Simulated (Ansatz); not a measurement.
# W8C8O: the cost of one run

Program: Ansatz 0.2.0. Level of theory: DFT PBEsol, plane waves, PAW, scalar-relativistic, no spin polarisation. These are calculated values, not measurements.

The COD cell was measured well above room temperature, so it is larger than a cold one.

### Step 1. Starting point

The cell holds 17 atoms (C8OW8): a = 5.764 Å, b = 5.764 Å, c = 15.236 Å, α = 90.00°, β = 90.00°, γ = 120.00°.

As a file:

```xyz
17
Lattice="5.7641 0.0000 0.0000 -2.8821 4.9919 0.0000 0.0000 0.0000 15.2358" Properties=species:S:1:pos:R:3 pbc="T T T"
W     0.0000    0.0000    1.0000
C     1.4410    0.8320    2.4119
W     0.0000    0.0000    3.8239
C     1.4410    0.8320    5.2358
W    -1.4410    2.4959    1.0000
C     0.0000    3.3279    2.4119
W    -1.4410    2.4959    3.8239
C     0.0000    3.3279    5.2358
W     2.8821    0.0000    1.0000
C     4.3231    0.8320    2.4119
W     2.8821    0.0000    3.8239
C     4.3231    0.8320    5.2358
W     1.4410    2.4959    1.0000
C     2.8821    3.3279    2.4119
W     1.4410    2.4959    3.8239
C     2.8821    3.3279    5.2358
O     2.8685    0.8247    6.0058
```

### Step 2. Relaxing the start

File input.yaml:

```yaml
accuracy: low
crystal:
  lattice:
    - [5.76414, 0.0, 0.0]
    - [-2.88207, 4.991892, 0.0]
    - [0.0, 0.0, 15.235805]
  atoms:
    - { symbol: W, position: [0.0, 0.0, 0.0656349] }
    - { symbol: C, position: [0.3333333, 0.1666667, 0.158307] }
    - { symbol: W, position: [0.0, 0.0, 0.2509792] }
    - { symbol: C, position: [0.3333333, 0.1666667, 0.3436514] }
    - { symbol: W, position: [0.0, 0.5, 0.0656349] }
    - { symbol: C, position: [0.3333333, 0.6666667, 0.158307] }
    - { symbol: W, position: [0.0, 0.5, 0.2509792] }
    - { symbol: C, position: [0.3333333, 0.6666667, 0.3436514] }
    - { symbol: W, position: [0.5, 0.0, 0.0656349] }
    - { symbol: C, position: [0.8333333, 0.1666667, 0.158307] }
    - { symbol: W, position: [0.5, 0.0, 0.2509792] }
    - { symbol: C, position: [0.8333333, 0.1666667, 0.3436514] }
    - { symbol: W, position: [0.5, 0.5, 0.0656349] }
    - { symbol: C, position: [0.8333333, 0.6666667, 0.158307] }
    - { symbol: W, position: [0.5, 0.5, 0.2509792] }
    - { symbol: C, position: [0.8333333, 0.6666667, 0.3436514] }
    - { symbol: O, position: [0.5802537, 0.1652051, 0.3941902] }
basis:
  ecutwfc: 420.0
kpoints:
  mp_grid: { grid: [3, 3, 1] }
hamiltonian:
  xc: pbesol
  pseudopotentials: { kind: paw, azcp: { folder: soft_1 } }
scf:
  occupations: { method: fermi_dirac, width: 0.15 }
  lower_state_search: "off"
relax:
  f_tol: 0.08
  max_steps: 25
  adjacent_minimum: "off"
  constraints: [{ sites: [0, 4, 8, 12] }]
output:
  write_density: true
  write_potential: true
  elf: true
  volumetric_format: npy
```

Launch:

```sh
$ ansatz run input.yaml --threads 2 --pin off --max-ram 5120MiB --backend cpu --events-out ev --progress --plain --runs-dir out
```

What time and memory should one allow on 2 threads of Arm Neoverse V1, shared host?

About 1.7 min, with a peak of 0.89 GiB.
